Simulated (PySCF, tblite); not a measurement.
# C₃H₁₄BNSi₂: geometry, infrared bands and NMR shifts

What infrared bands and NMR shifts should C₃H₁₄BNSi₂ (`BN(C)CC([SiH3])[SiH3]`) show?

Programs: tblite 0.8.0 and PySCF 2.14.0, with density-fitted response routines of our own. Each step states its level of theory. These are calculated values for one molecule in the gas phase, unless marked as measured. Atoms are numbered from 0 throughout.

## Step 1: Starting geometry

21 atoms, charge 0, multiplicity 1; geometry from: force field or distance geometry start.

Bonds of the start (Å): B0–N1 1.55, N1–C2 1.44, N1–C3 1.43, C3–C4 1.50, C4–Si5 1.90, C4–Si6 1.87, B0–H7 1.20, B0–H8 1.17, C2–H9 1.11, C2–H10 1.13, C2–H11 1.12, C3–H12 1.14, C3–H13 1.12, C4–H14 1.10, Si5–H15 1.48, Si5–H16 1.46, Si5–H17 1.47, Si6–H18 1.44, Si6–H19 1.49, Si6–H20 1.48.

## Step 2: Relaxing the molecule with GFN2-xTB

Job settings and geometry (Å):

```
{"job": {"kind": "relax", "xc": "GFN2-xTB", "basis": "xTB"}, "charge": 0, "multiplicity": 1}
B      2.733400     0.629200     0.445900
N      1.428800    -0.136100     0.766700
C      1.610200    -1.437400     0.187300
C      0.361400     0.678900     0.285100
C     -1.027900     0.231100     0.615800
Si    -2.167900     1.541900    -0.162600
Si    -1.499500    -1.351000    -0.253500
H      2.714100     1.450700    -0.431600
H      3.526700     0.749900     1.295300
H      0.990700    -2.244600     0.627800
H      2.672600    -1.723000     0.428400
H      1.486200    -1.405700    -0.928000
H      0.481800     1.673100     0.826800
H      0.502500     0.910400    -0.802900
H     -1.257000     0.175700     1.690000
H     -3.537800     1.415300     0.382600
H     -1.698000     2.901600     0.094500
H     -2.194200     1.238700    -1.601600
H     -0.798900    -1.537200    -1.503300
H     -2.969000    -1.263700    -0.494600
H     -1.367100    -2.480900     0.686100
```

On the command line:

```console
> OMP_NUM_THREADS=1 python probes_run.py task.json out
```

This one command runs all jobs of the session in turn.

Log:

```text
step      E/eV     max force
  0    -575.01070    2.991
  1    -575.28141    1.415
  2    -575.40951    1.176
  3    -575.47037    0.767
  4    -575.55873    0.640
  5    -575.59462    0.690
  6    -575.64735    0.743
  7    -575.69304    0.825
  8    -575.76374    0.974
  9    -575.84246    1.097
 10    -575.95894    1.238
 11    -576.10110    1.155
 12    -576.24358    0.733
 13    -576.32304    0.624
 14    -576.38751    0.662
 15    -576.44967    0.822
 16    -576.51266    0.755
 17    -576.56138    0.455
 18    -576.58307    0.743
 19    -576.59176    0.781
 20    -576.61808    0.317
 21    -576.63078    0.311
 22    -576.65257    0.238
 23    -576.66364    0.195
 24    -576.67348    0.172
 25    -576.68018    0.164
 26    -576.68759    0.151
 27    -576.69385    0.163
 28    -576.69958    0.195
 29    -576.70527    0.227
 30    -576.71167    0.205
 31    -576.71857    0.191
 32    -576.72599    0.187
 33    -576.73385    0.170
 34    -576.74187    0.209
 35    -576.74942    0.210
 36    -576.75624    0.170
 37    -576.76327    0.179
 38    -576.77159    0.268
 39    -576.78163    0.320
 40    -576.79267    0.291
 41    -576.80269    0.197
 42    -576.80973    0.187
 43    -576.81427    0.190
 44    -576.81852    0.215
 45    -576.82354    0.224
 46    -576.82889    0.185
 47    -576.83363    0.157
 48    -576.83671    0.150
 49    -576.83909    0.116
 50    -576.84107    0.110
 51    -576.84379    0.108
 52    -576.84598    0.120
 53    -576.84890    0.106
 54    -576.85120    0.111
 55    -576.85334    0.114
 56    -576.85554    0.132
 57    -576.85815    0.127
 58    -576.86106    0.179
 59    -576.86377    0.137
 60    -576.86585    0.098
 61    -576.86749    0.088
 62    -576.86903    0.103
 63    -576.87081    0.125
 64    -576.87305    0.120
 65    -576.87547    0.110
 66    -576.87761    0.110
 67    -576.87922    0.102
 68    -576.88043    0.087
 69    -576.88153    0.082
 70    -576.88277    0.091
 71    -576.88403    0.081
 72    -576.88516    0.075
 73    -576.88604    0.054
 74    -576.88663    0.044
 75    -576.88702    0.052
 76    -576.88735    0.044
 77    -576.88767    0.034
 78    -576.88800    0.040
 79    -576.88834    0.062
 80    -576.88879    0.084
 81    -576.88942    0.084
 82    -576.89013    0.055
 83    -576.89065    0.034
 84    -576.89093    0.034
 85    -576.89115    0.037
 86    -576.89148    0.050
 87    -576.89195    0.062
 88    -576.89240    0.050
 89    -576.89268    0.034
 90    -576.89287    0.030
 91    -576.89310    0.035
 92    -576.89343    0.055
 93    -576.89381    0.053
 94    -576.89413    0.039
 95    -576.89437    0.036
 96    -576.89461    0.033
 97    -576.89491    0.046
 98    -576.89528    0.043
 99    -576.89567    0.042
100    -576.89611    0.048
101    -576.89662    0.053
102    -576.89713    0.044
103    -576.89752    0.052
104    -576.89784    0.044
105    -576.89817    0.041
106    -576.89878    0.042
107    -576.89925    0.046
108    -576.89979    0.044
109    -576.90024    0.053
110    -576.90062    0.055
111    -576.90109    0.040
112    -576.90145    0.030
113    -576.90166    0.024
114    -576.90181    0.036
115    -576.90206    0.041
116    -576.90234    0.030
117    -576.90257    0.031
118    -576.90275    0.027
119    -576.90286    0.032
120    -576.90303    0.047
121    -576.90325    0.035
122    -576.90377    0.095
123    -576.90432    0.075
124    -576.90465    0.039
125    -576.90503    0.046
126    -576.90521    0.035
127    -576.90544    0.033
128    -576.90588    0.032
129    -576.90606    0.024
130    -576.90620    0.035
131    -576.90633    0.024
132    -576.90648    0.027
133    -576.90665    0.031
134    -576.90683    0.034
135    -576.90699    0.024
136    -576.90715    0.027
137    -576.90733    0.031
138    -576.90754    0.033
139    -576.90779    0.038
140    -576.90807    0.039
141    -576.90846    0.056
142    -576.90896    0.082
143    -576.90987    0.113
144    -576.91111    0.120
145    -576.91325    0.109
146    -576.91370    0.136
147    -576.91487    0.075
148    -576.91644    0.148
149    -576.91810    0.130
150    -576.92117    0.112
151    -576.92386    0.194
152    -576.92649    0.111
153    -576.92934    0.166
154    -576.93219    0.272
155    -576.93663    0.193
156    -576.94184    0.146
157    -576.94594    0.188
158    -576.94952    0.152
159    -576.95278    0.107
160    -576.95292    0.255
161    -576.95663    0.170
162    -576.95911    0.113
163    -576.96092    0.084
164    -576.96454    0.114
165    -576.96577    0.147
166    -576.96699    0.079
167    -576.96778    0.071
168    -576.96847    0.063
169    -576.96930    0.062
170    -576.97039    0.069
171    -576.97141    0.060
172    -576.97229    0.095
173    -576.97314    0.069
174    -576.97387    0.074
175    -576.97448    0.056
176    -576.97501    0.057
177    -576.97572    0.052
178    -576.97626    0.058
179    -576.97674    0.058
180    -576.97719    0.053
181    -576.97772    0.048
182    -576.97826    0.042
183    -576.97875    0.043
184    -576.97920    0.040
185    -576.97971    0.039
186    -576.98036    0.048
187    -576.98116    0.075
188    -576.98203    0.077
189    -576.98285    0.072
190    -576.98355    0.067
191    -576.98417    0.057
192    -576.98473    0.049
193    -576.98524    0.055
194    -576.98563    0.035
195    -576.98592    0.035
196    -576.98613    0.029
197    -576.98630    0.024
198    -576.98644    0.023
199    -576.98659    0.023
200    -576.98670    0.023
201    -576.98679    0.019
202    -576.98686    0.020
203    -576.98692    0.020
204    -576.98697    0.013
205    -576.98703    0.015
206    -576.98708    0.017
207    -576.98712    0.016
208    -576.98716    0.013
209    -576.98720    0.011
210    -576.98723    0.011
211    -576.98725    0.010
```

Run time: 5.9 s. Hardware: 1 thread of Intel Xeon at 2.50GHz, shared host; peak memory 0.18 GiB.

Along the way: (not every step is listed)

| step | energy from step 0 (eV) | largest force (eV/Å) |
| --- | --- | --- |
| 0 | 0.0000 | 2.9908 |
| 1 | -0.2707 | 1.4151 |
| 2 | -0.3988 | 1.1759 |
| 3 | -0.4597 | 0.7669 |
| 4 | -0.5480 | 0.6402 |
| 5 | -0.5839 | 0.6896 |
| 6 | -0.6366 | 0.7434 |
| 7 | -0.6823 | 0.8253 |
| 8 | -0.7530 | 0.9745 |
| 27 | -1.6831 | 0.1631 |
| 46 | -1.8182 | 0.1854 |
| 65 | -1.8648 | 0.1099 |
| 84 | -1.8802 | 0.0336 |
| 103 | -1.8868 | 0.0520 |
| 122 | -1.8931 | 0.0951 |
| 141 | -1.8978 | 0.0558 |
| 160 | -1.9422 | 0.2551 |
| 179 | -1.9660 | 0.0582 |
| 198 | -1.9757 | 0.0234 |
| 206 | -1.9764 | 0.0168 |
| 207 | -1.9764 | 0.0159 |
| 208 | -1.9765 | 0.0135 |
| 209 | -1.9765 | 0.0114 |
| 210 | -1.9765 | 0.0106 |
| 211 | -1.9765 | 0.0100 |

Close pairs (by a distance rule), those that changed most:

| bond | before (Å) | after (Å) | change (Å) |
| --- | --- | --- | --- |
| B0–N1 | 1.546 | 1.379 | -0.167 |
| C3–H12 | 1.139 | 1.097 | -0.042 |
| C2–H10 | 1.126 | 1.087 | -0.039 |
| C4–Si6 | 1.866 | 1.904 | +0.038 |
| C3–C4 | 1.497 | 1.532 | +0.035 |
| B0–H7 | 1.202 | 1.172 | -0.030 |
| N1–C3 | 1.427 | 1.456 | +0.030 |
| Si6–H19 | 1.492 | 1.464 | -0.028 |

The end geometry stands in the next job.

## Step 3: Vibrational analysis with GFN2-xTB

Job settings and geometry (Å):

```
{"job": {"kind": "ir", "xc": "GFN2-xTB", "basis": "xTB"}, "charge": 0, "multiplicity": 1}
B      1.980337     0.164047     1.551316
N      1.504785    -0.125329     0.289797
C      1.986664    -1.221176    -0.519605
C      0.460024     0.661362    -0.350856
C     -0.902938     0.523264     0.334322
Si    -2.180619     1.666314    -0.493601
Si    -1.478847    -1.287231     0.455997
H      1.562746     1.098588     2.123083
H      2.807344    -0.518512     2.024226
H      1.164738    -1.874369    -0.825947
H      2.705459    -1.806313     0.048303
H      2.479352    -0.843129    -1.422108
H      0.761153     1.715926    -0.341722
H      0.375628     0.353690    -1.397731
H     -0.776572     0.874929     1.363513
H     -3.421045     1.656196     0.281256
H     -1.659194     3.035717    -0.551433
H     -2.444278     1.215425    -1.863317
H     -1.589621    -1.855115    -0.894116
H     -2.794042    -1.318652     1.097788
H     -0.549992    -2.098690     1.245066
```

Log:

```text
mode    cm-1     km/mol
  1      51.1      1.69
  2      92.9      1.41
  3     115.7      0.07
  4     135.1      1.29
  5     160.7      0.08
  6     176.7      0.10
  7     193.6      0.17
  8     243.9      0.91
  9     267.0      1.55
 10     385.1      8.70
 11     410.2      3.38
 12     461.7      2.41
 13     489.9      4.06
 14     506.6     19.43
 15     517.7     24.09
 16     525.1     16.78
 17     575.7     94.53
 18     676.7     57.13
 19     771.4     42.61
 20     779.6    706.07
 21     787.5    113.57
 22     793.9    117.52
 23     805.3    278.10
 24     816.7    267.13
 25     830.9     85.66
 26     853.5    154.50
 27     880.9     25.94
 28     904.9      8.30
 29     962.1     16.76
 30    1054.3     10.18
 31    1085.9     40.70
 32    1108.6     25.64
 33    1115.9     33.06
 34    1162.0     25.46
 35    1202.5     43.38
 36    1230.0     25.13
 37    1297.6      4.08
 38    1341.7     26.61
 39    1409.0      6.53
 40    1466.2     44.23
 41    1482.0      5.77
 42    1495.0      5.77
 43    1504.9     47.70
 44    2214.2    147.96
 45    2237.2    453.89
 46    2245.8    263.68
 47    2254.9    223.07
 48    2263.9    159.71
 49    2274.5    580.18
 50    2604.5    150.29
 51    2627.0    207.38
 52    2902.9     46.83
 53    2923.8     23.42
 54    2925.0     61.14
 55    2943.2     41.62
 56    2956.4     61.50
 57    3042.3     25.54
```

Run time: 3 s. Hardware: 1 thread of Intel Xeon at 2.50GHz, shared host; peak memory 0.18 GiB.

Which atoms move in the most intense modes:

| cm⁻¹ | km/mol | atoms |
| --- | --- | --- |
| 780 | 706.1 | H18 23 %, H20 21 %, H16 14 %, H15 14 % |
| 805 | 278.1 | H16 23 %, H17 21 %, H18 14 %, H19 11 % |
| 817 | 267.1 | H20 42 %, H19 22 % |
| 2237 | 453.9 | H16 71 %, H17 16 % |
| 2246 | 263.7 | H17 74 %, H16 18 % |
| 2255 | 223.1 | H19 40 %, H20 38 %, H15 12 % |
| 2274 | 580.2 | H15 74 %, H19 23 % |
| 2627 | 207.4 | H8 54 %, H7 35 %, B0 11 % |

## Step 4: Shielding tensors: PBE0/pcSseg-1

Settings changed since step 3:

```diff
@@ -1,2 +1,2 @@
-{"job": {"kind": "ir", "xc": "GFN2-xTB", "basis": "xTB"}, "charge": 0, "multiplicity": 1}
+{"job": {"kind": "nmr", "xc": "PBE0", "basis": "pcSseg-1"}, "charge": 0, "multiplicity": 1}
 B      1.980337     0.164047     1.551316
```

Level: GIAO PBE0/pcSseg-1 NMR shielding, non-relativistic, gas phase.

Log:

```text
coarse grid: 17336 points
cycle   1  E = -780.7150811596  dE =  3.395e-01  |g| = 3.574e-01  |ddm| = 3.861e+00
cycle   2  E = -780.7141293637  dE =  9.518e-04  |g| = 3.655e-01  |ddm| = 7.170e-01
cycle   3  E = -780.7490027029  dE = -3.487e-02  |g| = 7.222e-02  |ddm| = 4.286e-01
cycle   4  E = -780.7502536201  dE = -1.251e-03  |g| = 2.385e-02  |ddm| = 8.702e-02
cycle   5  E = -780.7503850998  dE = -1.315e-04  |g| = 8.275e-03  |ddm| = 2.300e-02
cycle   6  E = -780.7503986229  dE = -1.352e-05  |g| = 2.383e-03  |ddm| = 7.572e-03
cycle   7  E = -780.7503999520  dE = -1.329e-06  |g| = 4.243e-04  |ddm| = 2.579e-03
final grid: 154888 points
cycle   8  E = -780.7893889045  dE = -4.704e-05  |g| = 7.415e-03  |ddm| = 3.574e-02
cycle   9  E = -780.7893797895  dE =  9.115e-06  |g| = 9.495e-03  |ddm| = 1.611e-02
cycle  10  E = -780.7894030258  dE = -2.324e-05  |g| = 1.441e-03  |ddm| = 9.514e-03
cycle  11  E = -780.7894034968  dE = -4.710e-07  |g| = 2.960e-04  |ddm| = 1.173e-03
cycle  12  E = -780.7894035122  dE = -1.542e-08  |g| = 1.006e-04  |ddm| = 2.639e-04
cycle  13  E = -780.7894035145  dE = -2.318e-09  |g| = 2.665e-05  |ddm| = 1.079e-04
cycle  14  E = -780.7894035147  dE = -1.664e-10  |g| = 6.333e-06  |ddm| = 2.854e-05
converged SCF energy = -780.7894035147

GIAO shielding tensors (ppm)
atom      isotropic    diamagn.    paramagn.     s11        s22        s33       span
  0 B       62.859     199.476    -136.617     25.836     48.433    114.307     88.471
  1 N      108.811     325.386    -216.575    -31.976    144.779    213.631    245.607
  2 C      137.374     245.596    -108.222    104.786    126.649    180.688     75.902
  3 C      129.324     248.739    -119.414    106.015    118.198    163.759     57.744
  4 C      176.030     257.928     -81.899    153.693    175.701    198.695     45.003
  5 Si     419.735     880.329    -460.595    384.949    399.078    475.177     90.228
  6 Si     422.298     881.136    -458.838    389.709    405.486    471.700     81.991
  7 H       26.918      33.076      -6.159     23.477     26.279     30.997      7.519
  8 H       26.874      32.006      -5.133     24.480     26.824     29.318      4.838
  9 H       28.795      31.074      -2.279     24.246     29.162     32.977      8.731
 10 H       28.354      29.490      -1.136     24.650     26.455     33.959      9.308
 11 H       28.532      28.853      -0.321     24.662     26.172     34.763     10.101
 12 H       27.677      33.116      -5.439     21.991     28.697     32.344     10.353
 13 H       29.353      34.307      -4.954     24.705     31.057     32.298      7.593
 14 H       30.900      34.611      -3.710     26.831     29.023     36.848     10.017
 15 H       27.761      29.019      -1.257     24.133     25.642     33.509      9.376
 16 H       27.754      29.217      -1.463     24.092     25.786     33.383      9.292
 17 H       27.989      29.277      -1.288     24.443     26.441     33.083      8.639
 18 H       27.915      30.417      -2.503     25.384     25.582     32.779      7.395
 19 H       27.899      30.057      -2.158     24.126     25.908     33.661      9.535
 20 H       27.595      30.564      -2.968     23.592     26.954     32.240      8.649
```

Run time: 2.2 min. Hardware: 1 thread of Intel Xeon at 2.50GHz, shared host; peak memory 0.91 GiB.

The references, computed at this level on geometries of the same kind, shield at (ppm): 1H TMS 31.72, 13C TMS 186.9, 29Si TMS 349.2, 15N NH3 267.7, 11B BF3·OEt2 100.1. Their shielding less the atom's gives the shift. The references are single molecules in the gas phase, so shifts against H2O, NH3, PH3, H3PO4 or CFCl3 are not on the usual liquid scales and can be off by tens of ppm. Atoms listed in one row are averaged.

| atoms | environment | σ (ppm) | δ (ppm) | δ scaled to CDCl3 |
| --- | --- | --- | --- | --- |
| C3 | sp3 CH2 bonded to N | 129.3 | 57.6 | 54.3 |
| C2 | methyl carbon bonded to N | 137.4 | 49.6 | 46.4 |
| C4 | sp3 CH bonded to 2 Si | 176.0 | 10.9 | 8.7 |
| H7, H8 | hydrogen on a boron bonded to N | 26.90 | 4.82 | – |
| H15, H16, H17, H18, H19, H20 | hydrogen on a silicon bonded to C | 27.82 | 3.90 | – |
| H12, H13 | hydrogen on an sp3 CH2 bonded to N | 28.52 | 3.20 | 3.12 |
| H9, H10, H11 | hydrogen on a methyl carbon bonded to N | 28.56 | 3.16 | 3.08 |
| H14 | hydrogen on an sp3 CH bonded to 2 Si | 30.90 | 0.82 | 0.88 |
| B0 | boron bonded to N, 2 H | 62.9 | 37.2 | – |
| N1 | nitrogen bonded to 2 C, B | 108.8 | 158.9 | – |
| Si5, Si6 | silicon bonded to C, 3 H | 421.0 | -71.9 | – |

The scaled column applies a straight-line fit of computed shieldings to shifts measured in CDCl3 (root-mean-square error 0.16 ppm for H, 1.9 ppm for C).

Charges from the same density, by scheme (e):

| atoms | Mulliken | IAO | Hirshfeld | ESP fit |
| --- | --- | --- | --- | --- |
| B0 | 0.13 | -0.06 | 0.08 | 0.01 |
| N1 | -0.62 | -0.20 | -0.09 | 0.14 |
| C2 | -0.07 | -0.29 | -0.06 | -0.42 |
| C3 | 0.06 | -0.14 | -0.02 | -0.34 |
| C4 | -0.82 | -0.64 | -0.19 | -0.15 |
| Si5, Si6 | 0.48 | 0.58 | 0.30 | 0.28 |

Mayer bond orders: B0–N1 1.36, N1–C2 0.94, N1–C3 0.91, C3–C4 1.01, C4–Si5 0.89, C4–Si6 0.88.

Orbitals, density, ELF and potential are computed afterwards from the orbital file.

Frontier orbitals at PBE0/pcSseg-1, with the share of their density that lies nearest to each atom:

| orbital | energy (eV) | lies on |
| --- | --- | --- |
| HOMO | -7.46 | N1 48 %; B0 14 %; C4 6 % |
| LUMO | 0.02 | B0 34 %; H7, H8 about 14 % each; N1 13 % |

ELF in a plane through or near 6 of the atoms.

Ten even steps from ' ' (0.00) to '@' (1.00):
```
                                                        
                                                        
                                                        
                                    ==##%%==            
                        ::@@@@--  ::@@@@@@@@**          
                        ##@@@@%%  --@@@@@@@@##          
                ::==--  ##@@@@@@  ::@@@@@@@@==          
                ::**##==++@@@@**  ::++**##**::          
                ..**########..++--++  **++..::..        
          ==##++==##%%****==****++##::--..--==::        
        --@@@@@@**--##++..::----==++==::--==--..        
        ++@@@@@@%%++##--    ..::--......::::..          
        ..%%@@##==%%@@##    --++==..                    
          ..::..::%%@@++  --%%@@@@**..                  
                  ::::    **@@@@@@@@--                  
                          ++@@@@@@%%::                  
                          ::##@@%%==                    
                              ....                      
                                                        
                                                        
```
The map spans 12.7 Å across and 10.0 Å up, centred on the molecule. Atoms in the plane (x, y in Å): C3 (-0.1, 0.8), Si5 (2.7, 0.6), H10 (-3.2, -0.6), H12 (0.1, 1.8), H16 (2.8, 2.1), H18 (0.8, -2.4).

On the surface of density 0.002 e/bohr³ the electrostatic potential runs, from the 1st to the 99th percentile, from -0.55 to 0.99 V.

## Step 5: Summary of results

```
                                                                quantity                             value
                               strongest single infrared mode (GFN2-xTB)              780 cm⁻¹, 706 km/mol
                                            zero-point energy (GFN2-xTB)                     99.4 kcal/mol
                                  13C shifts against TMS (PBE0/pcSseg-1)              57.6, 49.6, 10.9 ppm
  1H shifts against TMS (PBE0/pcSseg-1, means over atoms taken as alike)  4.82, 3.90, 3.20, 3.16, 0.82 ppm
                             11B shifts against BF3·OEt2 (PBE0/pcSseg-1)                          37.2 ppm
                                  15N shifts against NH3 (PBE0/pcSseg-1)                         158.9 ppm
29Si shifts against TMS (PBE0/pcSseg-1, means over atoms taken as alike)                         -71.9 ppm
                                   surface potential, 1st and 99th percentile                -0.55 V and 0.99 V
```

**Reading.** Relaxing lowered the energy by 1.977 eV in 211 steps; the close pair that moved most is B0–N1, from 1.546 to 1.379 Å. All 57 modes are real, so the xTB geometry is a minimum. The strongest single mode, at 780 cm⁻¹, is carried by H18, H20, H16, H15. Unscaled tight-binding wavenumbers are off by several per cent, some by more. Its intensities can rank the bands wrongly. C3 (sp3 CH2 bonded to N) lies farthest downfield among carbon, at 57.6 ppm; pulled downfield by the heteroatom. At PBE0/pcSseg-1: The widest tensor belongs to N1: span 246 ppm, with a paramagnetic part of -217 ppm.
